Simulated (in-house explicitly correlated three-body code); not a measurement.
# Yb⁶⁸⁺: exact states and exact Kohn–Sham parts

The task here is to estimate one member of a computed series from the others.

Program: in-house explicitly correlated three-body code version 1. Level of theory: two electrons, non-relativistic, variational in exponentially correlated functions. These are calculated values, not measurements, unless marked.

### The atom as given

```
charge of the centre : +70
mass of the centre   : infinite
interactions         : Coulomb
basis                : 260 functions exp(−a r1 − b r2 − g r12) a state, exponent ranges optimised
units                : hartree and bohr; relativity and QED are left out
```

Set-up of the first run:

Settings:

```ini
Z = 70.0
interaction_strength = 1.0
functions = 260
states_tried = 13
```

Run with:

```bash
$ python run_hyl.py task.json out
```

Among the steps run: Input and results.

One of the session's tables, all rows but one given; the rest of the session is left out.

It belongs to the step «The bound states». 

```
state  binding (eV)  excitation (eV)  ⟨r12⟩ (bohr)
 1 ¹S       65481.7                0       0.03146
 2 ³S             ?                ?             ?
 2 ³P       16239.0          49242.7       0.07763
 2 ¹S       16228.5          49253.2       0.08922
 2 ¹P       16176.2          49305.4       0.07413
 3 ³S       7229.91          58251.8        0.1964
 3 ³P       7210.03          58271.7        0.1828
 3 ¹S       7208.39          58273.3        0.1966
 3 ¹P       7193.27          58288.4        0.1824
 4 ³S       4062.00          61419.7        0.3476
 4 ³P       4053.78          61427.9        0.3339
 4 ¹S       4053.27          61428.4        0.3482
 4 ¹P       4046.95          61434.7        0.3342
```

Q: Estimate the row for 2 ³S from the others.

The run gave: binding (eV): 16310.3; excitation (eV): 49171.4; ⟨r12⟩ (bohr): 0.09011. In the column «binding (eV)» it lies between 2 ³P (16239.0) and 1 ¹S (65481.7).
